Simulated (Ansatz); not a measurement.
H₄Se₂Si, SMILES [SeH][SiH2][SeH]: a ladder of basis sets, run with the Python package of Ansatz (0.2.0).

`run_basis.py`
```python
"""Basis-set convergence for H4Se2Si."""

import ansatz


def main() -> None:
    geometry_ang = [
        ("Se", (-1.855, -0.3686, 0.4018)),
        ("Si", (0.1316, 0.6599, 0.1245)),
        ("Se", (1.6001, -0.882, -0.6407)),
        ("H", (-1.8506, -0.6974, -1.101)),
        ("H", (0.0294, 1.7492, -0.8693)),
        ("H", (0.5913, 1.2151, 1.4148)),
        ("H", (1.4144, -1.7443, 0.6242)),
    ]
    molecule = ansatz.Crystal.molecule()
    for symbol, xyz in geometry_ang:
        molecule = molecule.atom(symbol, xyz)

    model = molecule.calculation().functional("HF")

    energies = {}
    for basis in ["cc-pVDZ", "cc-pVTZ"]:
        summary = model.basis(gaussian=basis).run().report
        size = summary["n_frozen"] + summary["n_occupied"][0] + summary["n_virtual"][0]
        energies[basis] = (summary["reference_energy_ev"] / 27.211386246, summary["free_energy_ev"] / 27.211386246)
        print(f"{basis:14s} {size:4d} orbitals  reference {energies[basis][0]:14.6f} Ha  total {energies[basis][1]:14.6f} Ha")

    last = energies["cc-pVTZ"][1]
    for basis, (_, total) in energies.items():
        print(f"{basis:14s} lies {27.211386 * (total - last):9.4f} eV above cc-pVTZ")


if __name__ == "__main__":
    main()
```

How far does the total energy move along this ladder of basis sets?

Against cc-pVDZ: cc-pVTZ -170.1 mHa. The last step alone is -170.08 mHa. From the first set to the last the time grows from 3.0 to 4.6 s.

The run itself:

`python run_basis.py` gives:
```text
cc-pVDZ          92 orbitals  reference   -5090.928162 Ha  total   -5090.928162 Ha
cc-pVTZ         176 orbitals  reference   -5091.098239 Ha  total   -5091.098239 Ha
cc-pVDZ        lies    4.6280 eV above cc-pVTZ
cc-pVTZ        lies    0.0000 eV above cc-pVTZ
```

Notes:
- The drop along the ladder measures the basis error, and is no property of the molecule.
- The geometry is a force-field or estimated start, not a minimum of this method, and the last set is no limit. Much of the fall in a total is atomic energy, which cancels in bond and reaction energies.
- For Al to Cl the sets with a tight d function, cc-pV(X+d)Z, are usual.
- Timing: 8.1 s on 1 thread of Intel(R) Xeon(R) Platinum 8259CL CPU @ 2.50GHz (Skylake/Cascade Lake), with other jobs on the host, peak memory 0.49 GiB.
